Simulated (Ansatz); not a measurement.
Relaxation of a periodic cell of 35 atoms, Si₁₂O₂₃ (host SiO2, host structure P3_121, one O atom removed), cell charge -2, to a largest force component of 0.03 eV/Å in at most 60 steps.

Level of theory: DFT r2SCAN-D3(BJ), scalar-relativistic, plane waves, PAW in Ansatz. Settings: PAW set soft_1, cutoff 500 eV, k mesh 2x2x2, fermi-dirac smearing 0.05 eV, no spin polarisation.

```xyz
35
Lattice="-2.3020 3.9872 5.2070 4.6040 0.0000 5.2070 4.6040 7.9744 0.0000" Properties=species:S:1:pos:R:3:forces:R:3
Si 6.683 7.953 4.285 -1.36 1.91 4.01
Si 3.558 1.803 6.059 -2.06 0.72 4.10
Si 1.259 2.226 2.606 0.30 -3.46 -2.53
O 5.730 9.180 3.833 -0.06 0.09 0.45
O 0.474 1.542 1.333 2.38 -0.41 0.42
O 0.690 4.354 5.610 -0.54 -1.42 -1.35
O 0.670 3.578 3.042 -0.87 2.89 1.13
O 2.756 2.429 2.070 1.03 -0.25 -0.92
O 3.382 10.745 4.813 1.55 0.82 0.23
Si 4.319 3.988 4.328 1.31 -0.31 -0.70
Si 5.877 5.732 6.078 -0.39 1.68 -2.05
Si 3.561 6.206 2.577 1.56 1.41 -0.29
O 3.421 5.211 3.787 0.04 -1.01 1.55
O 2.763 5.558 1.383 0.16 -0.50 -0.92
O 2.997 8.378 5.579 -0.28 -1.03 0.16
O 2.966 7.597 3.092 1.53 -0.68 -1.64
O 5.109 6.420 2.101 -2.50 0.67 2.12
O 1.140 6.775 4.793 0.52 1.26 -1.29
Si -0.232 4.010 4.303 -1.43 -2.36 1.70
Si 1.276 5.754 5.976 0.08 1.14 3.53
Si 3.586 6.148 7.806 -0.61 1.55 0.15
O 3.382 5.169 9.060 0.14 0.33 -0.24
O 2.782 5.557 6.555 -0.47 -0.05 -0.73
O 5.281 4.340 5.602 -0.31 -0.03 -0.51
O 3.026 7.603 8.283 -0.14 -0.18 0.30
O 5.092 6.409 7.300 -0.32 -0.15 0.47
O 3.454 2.760 4.779 -0.45 0.59 -2.63
Si 2.106 8.023 4.308 -2.37 0.11 1.33
Si 3.563 9.753 6.122 2.54 0.68 -2.44
Si 5.945 10.187 7.835 4.26 1.90 -3.55
O 5.758 9.202 9.037 -1.71 -2.53 3.14
O 5.089 9.533 6.566 -1.36 -0.06 0.03
O 7.618 8.320 5.595 -0.59 -1.14 -1.61
O 5.287 11.592 8.340 0.85 -0.30 -3.04
O 5.708 6.794 4.786 -0.42 -1.88 1.60
```

Task: Where does it end, and by what steps?

Result: It converged. Limits of this set-up: coarse k mesh, no spin, though dangling bonds at a vacancy may carry it, a small cell, in which the defect meets its images, a typed lattice constant that wasn't relaxed here, charged cell in a uniform background, uncorrected. After 28 steps the energy has fallen by 5.652 eV; O31 moved furthest, 1.16 Å. Parted: Si30–O31 (1.57 → 2.64 Å). Joined: Si11–O31 (3.18 → 1.73 Å).

```csv
step,energy less start (eV),largest force component (eV/Å),accepted
0,0.0000,4.264,yes
1,-1.3872,2.792,yes
2,-2.8315,1.377,yes
3,-3.4381,1.370,yes
4,-3.8638,0.844,yes
5,-4.1404,0.537,yes
6,-4.3388,0.872,yes
7,-4.4848,0.726,yes
8,-4.6269,0.715,yes
9,-4.7166,0.743,yes
10,-4.7434,0.730,yes
11,-4.8450,0.297,yes
12,-4.6794,1.374,no
13,-4.8686,0.329,yes
14,-4.8835,0.231,yes
15,-4.8977,0.238,yes
16,-4.9170,0.205,yes
17,-4.9583,0.667,yes
18,-5.0278,0.570,yes
19,-5.1183,1.217,yes
20,-5.4772,0.651,yes
21,-5.4294,1.454,no
22,-5.6128,0.223,yes
23,-5.6275,0.316,yes
24,-5.6417,0.226,yes
25,-5.6437,0.195,yes
26,-5.6502,0.120,yes
27,-5.6522,0.039,yes
28,-5.6525,0.025,yes
```

```xyz
35
Lattice="-2.3020 3.9872 5.2070 4.6040 0.0000 5.2070 4.6040 7.9744 0.0000" Properties=species:S:1:pos:R:3
Si 6.924 7.786 4.147
Si 3.339 1.765 6.103
Si 1.338 2.278 2.520
O 6.169 9.072 3.557
O 0.238 1.751 1.490
O 0.463 4.519 5.671
O 0.853 3.582 3.298
O 2.694 2.728 1.799
O 3.462 10.682 4.777
Si 4.409 3.938 4.408
Si 6.152 5.657 5.848
Si 3.676 6.374 2.825
O 3.640 5.258 3.984
O 2.728 5.755 1.731
O 2.625 8.456 5.643
O 3.236 7.787 3.366
O 5.153 6.506 2.142
O 1.217 6.694 4.469
Si -0.272 3.980 4.356
Si 1.228 5.935 5.866
Si 3.608 6.155 7.658
O 3.414 5.079 8.874
O 2.637 5.576 6.507
O 5.240 4.268 5.733
O 2.995 7.490 8.334
O 5.033 6.348 7.047
O 3.334 2.820 4.847
Si 1.755 8.283 4.193
Si 3.482 9.708 6.090
Si 6.120 9.767 7.610
O 4.959 9.057 9.869
O 5.002 9.363 6.457
O 7.850 8.282 5.387
O 5.607 11.224 8.198
O 5.769 6.907 4.812
```

Whether the end is a true minimum wasn't checked by a vibrational analysis.

Time of the run: 5.1 min on 4 threads of Intel(R) Xeon(R) Platinum 8488C (Sapphire Rapids) (shared host), peak memory 2.3 GiB.
